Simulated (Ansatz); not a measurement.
# TiCo3: the cost of one run

Computed with Ansatz 0.2.0 (DFT PBEsol, scalar-relativistic, plane waves, PAW, unless a step's input says otherwise).

### 1 The structure to begin with

The structure is hexagonal, space group P6_3/mmc (No. 194). The conventional cell has a = 5.039 Å, b = 5.039 Å, c = 4.239 Å, α = 90.00°, β = 90.00°, γ = 120.00°. Around Ti (site symmetry -6m2) lie 12 Co at 2.52 to 2.60 Å. Co (site symmetry mm2) has 8 Co at 2.44 to 2.60 Å and 4 Ti at 2.52 to 2.60 Å in its first shell of neighbours.

As a file:

```cif
data_structure
_symmetry_space_group_name_H-M 'P6_3/mmc'
_symmetry_Int_Tables_number 194
_cell_length_a 5.0390
_cell_length_b 5.0390
_cell_length_c 4.2385
_cell_angle_alpha 90.000
_cell_angle_beta 90.000
_cell_angle_gamma 120.000
_cell_volume 93.20
loop_
_atom_site_label
_atom_site_type_symbol
_atom_site_symmetry_multiplicity
_atom_site_Wyckoff_symbol
_atom_site_fract_x
_atom_site_fract_y
_atom_site_fract_z
_atom_site_occupancy
Ti1 Ti 2 c 0.33333 0.66667 0.25000 1
Co1 Co 6 h 0.83837 0.16163 0.25000 1
```

The structure comes from the Materials Project (structure only).

(A quick probe on a coarse mesh, which set the mesh and smearing, is not shown.)

### 3 Full relaxation

The input, input.yaml:

```yaml
crystal:
  lattice:
    - [5.0389678942, 0.0, 0.0]
    - [-2.5194839471, 4.3638742052, 0.0]
    - [0.0, 0.0, 4.23854778]
  atoms:
    - { symbol: Ti, position: [0.33333333, 0.66666667, 0.25], spin: -0.34 }
    - { symbol: Ti, position: [0.66666667, 0.33333333, 0.75], spin: -0.34 }
    - { symbol: Co, position: [0.83837288, 0.16162711, 0.25], spin: 1.23 }
    - { symbol: Co, position: [0.83837288, 0.67674577, 0.25], spin: 1.23 }
    - { symbol: Co, position: [0.32325423, 0.16162711, 0.25], spin: 1.23 }
    - { symbol: Co, position: [0.16162711, 0.83837288, 0.75], spin: 1.23 }
    - { symbol: Co, position: [0.16162711, 0.32325423, 0.75], spin: 1.23 }
    - { symbol: Co, position: [0.67674577, 0.83837288, 0.75], spin: 1.23 }
basis:
  ecutwfc: 420
kpoints:
  mp_grid: { grid: [12, 12, 8] }
hamiltonian:
  xc: pbesol
scf:
  occupations: { method: gaussian, width: 0.1 }
output:
  forces: true
  stress: true
  eigenvalues: true
  populations: true
  write_density: true
  write_potential: true
  elf: true
  volumetric_format: npy
magnetization:
  spin_polarized: true
relax:
  adjacent_minimum: "off"
  f_tol: 0.005
  max_steps: 80
  cell: { stress_tol: 0.05 }
```

Started as:

```sh
ansatz run input.yaml --threads 2 --pin off --max-ram 5120MiB --backend cpu --events-out ev --progress --plain --runs-dir out
```

**Question.** How long does this run take on 2 threads of Intel Xeon 6975P-C (Granite Rapids), shared host, and how much memory does it need?

About 4.8 min, with a peak of 1.3 GiB.
